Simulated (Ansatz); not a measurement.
# C2H6B2O2: one species, many methods

One table from this session's results is given with a row withheld; the runs are named, their logs left out.

Method: functionals in def2-TZVPP, the program's frozen cores in correlated methods; program: Ansatz 0.2.0, Gaussian basis.

Plan: PBE-D4, r2SCAN-D4, PBE0-D4, B3LYP-D4, ωB97X-V, ωB97M-V, B2PLYP; CCSD(T)/def2-TZVPP; MP2/def2-QZVPP; extrapolation to the limit.

### Structure used throughout

The geometry comes from an earlier relaxation with PBE0-D4 in a triple-zeta def2 set; it is a stationary point, not always the lowest conformer.

SMILES `BB1OCC1O`, 12 atoms, charge 0, spin multiplicity 1.

Atoms are counted from 1 here; the program's logs count them from 0.

Bond lengths: B1–B2 1.670 Å, B1–H7 1.199 Å, B1–H8 1.198 Å, B2–O3 1.373 Å, B2–C5 1.607 Å, O3–C4 1.450 Å, C4–C5 1.542 Å, C4–H9 1.092 Å, C4–H10 1.094 Å, C5–O6 1.402 Å, C5–H11 1.098 Å, O6–H12 0.961 Å. Angles: B2–B1–H7 121.8°, B2–B1–H8 121.8°, H7–B1–H8 116.2°, B1–B2–O3 131.0°, B1–B2–C5 135.8°, O3–B2–C5 93.2°, B2–O3–C4 92.4°, O3–C4–C5 93.0°, O3–C4–H9 110.4°, O3–C4–H10 110.8°, C5–C4–H9 113.1°, C5–C4–H10 117.9°, H9–C4–H10 110.3°, B2–C5–C4 80.6°, B2–C5–O6 118.7°, B2–C5–H11 111.9°, C4–C5–O6 118.7°, C4–C5–H11 111.1° and more.

Coordinates:

```
B    -0.1251   -1.3007   -1.9425
B     0.2358   -0.5989   -0.4712
O     1.3359   -0.7239    0.3407
C     0.8608    0.3046    1.2454
C    -0.4995    0.4214    0.5285
O    -0.8973    1.6742    0.0394
H    -0.7468   -2.3227   -2.0196
H     0.1548   -0.7724   -2.9803
H     1.4721    1.2048    1.1537
H     0.8663   -0.0538    2.2788
H    -1.2934   -0.0706    1.1059
H    -1.2867    2.1826    0.7552
```

The first run:

The input, in.yaml:

```yaml
crystal:
  periodic: [false, false, false]
  atoms:
    - {symbol: B, position_ang: [-0.125056, -1.300666, -1.942473]}
    - {symbol: B, position_ang: [0.235761, -0.598855, -0.471242]}
    - {symbol: O, position_ang: [1.335922, -0.723906, 0.340723]}
    - {symbol: C, position_ang: [0.860755, 0.304616, 1.245373]}
    - {symbol: C, position_ang: [-0.499462, 0.421427, 0.528499]}
    - {symbol: O, position_ang: [-0.897265, 1.674185, 0.039398]}
    - {symbol: H, position_ang: [-0.746818, -2.322676, -2.019643]}
    - {symbol: H, position_ang: [0.154816, -0.772398, -2.980270]}
    - {symbol: H, position_ang: [1.472067, 1.204813, 1.153688]}
    - {symbol: H, position_ang: [0.866289, -0.053796, 2.278774]}
    - {symbol: H, position_ang: [-1.293414, -0.070584, 1.105935]}
    - {symbol: H, position_ang: [-1.286694, 2.182640, 0.755238]}
basis:
  gaussian: {orbitals: def2-TZVPP}
hamiltonian: {xc: pbe, dispersion: d4}
output: {forces: true, orbitals: {seedname: orbitals}}
```

The run is started by

```console
$ ansatz run in.yaml --threads 4 --pin off --events-out ev --progress --plain --max-ram 10444MiB
```

Among the steps run: PBE-D4 (GGA); r2SCAN-D4 (meta-GGA); PBE0-D4 (hybrid); B3LYP-D4 (hybrid); ωB97X-V (range-separated); ωB97M-V (range-separated); B2PLYP (double hybrid); CCSD(T) in def2-TZVPP; MP2 in def2-QZVPP.

One table of the session follows, with a row left open; its other results are not shown here.

It belongs to the step «Atomisation energies». 

| method | atomisation energy (eV) |
| --- | --- |
| PBE-D4 | 50.781 |
| r2SCAN-D4 | 49.635 |
| PBE0-D4 | 49.699 |
| B3LYP-D4 | 49.328 |
| ωB97X-V | 49.461 |
| ωB97M-V | 49.547 |
| B2PLYP | 48.855 |
| HF/def2-TZVPP | 35.884 |
| MP2/def2-TZVPP | ? |
| CCSD/def2-TZVPP | 47.102 |
| CCSD(T)/def2-TZVPP | 47.886 |
| MP2/CBS | 50.353 |
| CCSD(T)/CBS | 49.100 |

Q: Estimate the row for MP2/def2-TZVPP from the others.

As computed: atomisation energy (eV): 49.139. In the column «atomisation energy (eV)» it lies between CCSD(T)/CBS (49.100) and B3LYP-D4 (49.328).

Caveats from the session: Free atoms (2 B, 2 O, 2 C, 6 H) were run apart at each level; the atomisation energy is their sum less the molecule, without zero-point or spin-orbit terms.
